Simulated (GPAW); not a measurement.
Ti3Se:

```
Se Ti
1.0
     3.19745    0.00000    0.00000
    -1.59872    2.76907    0.00000
     0.00000    0.00000    7.94275
Se Ti
1 3
Direct
  0.00000 0.00000 0.00000
  0.66667 0.33333 0.50000
  0.33333 0.66667 0.77290
  0.33333 0.66667 0.22710
```

The cell comes from a database or a generator and needn't be the stable form of this composition.

* Program: GPAW 26.7.0
* Task: relaxation of cell and atoms
* Functional: PBEsol
* Dispersion: D3
* Potentials or basis: PAW data sets generated in the run's folder for this functional
* Cutoff: 600 eV
* Basis: pw
* k mesh: 6 × 6 × 3
* Occupations: fermi-dirac, width 0.05 eV
* Spin: no spin polarisation

At the start: pressure -7.6 GPa; volume 17.58 Å³/atom.

**Question.** Where does the relaxation end?

**Answer.** Over 11 steps the energy falls by 24.0 meV/atom and the volume is 16.41 Å³/atom (-6.6 %); space group P-6m2 (No. 187, to 0.05 Å).

The path:
| step | energy change (eV) | largest force (eV/Å) | pressure (GPa) | volume (Å³) |
| --- | --- | --- | --- | --- |
| 1 | 0.0000 | 0.0964 | -7.61 | 70.32 |
| 2 | -0.0258 | 0.0553 | -6.68 | 69.70 |
| 3 | -0.0921 | 0.2214 | 0.36 | 65.72 |
| 4 | -0.0944 | 0.1688 | -0.13 | 65.93 |
| 5 | -0.0962 | 0.0787 | -0.40 | 66.00 |
| 6 | -0.0966 | 0.0022 | -0.27 | 65.87 |
| 7 | -0.0965 | 0.0112 | -0.07 | 65.76 |
| 8 | -0.0963 | 0.0088 | 0.01 | 65.71 |
| 9 | -0.0962 | 0.0045 | 0.08 | 65.68 |
| 10 | -0.0960 | 0.0013 | 0.14 | 65.65 |
| 11 | -0.0962 | 0.0035 | 0.11 | 65.66 |

Final structure:
```xyz
4
Lattice="3.1219 0.0000 0.0000 -1.5610 2.7037 0.0000 0.0000 0.0000 7.7784" Properties=species:S:1:pos:R:3 pbc="T T T"
Se    0.0000    0.0000    0.0000
Ti    1.5610    0.9012    3.8892
Ti    0.0000    1.8025    6.0021
Ti    0.0000    1.8025    1.7763
```

Caveat: the k mesh is coarse (spacing up to 0.38 Å⁻¹), so the values aren't converged; later steps reuse the first step's grids; pairwise dispersion overbinds metals, which lowers pressure and volume.
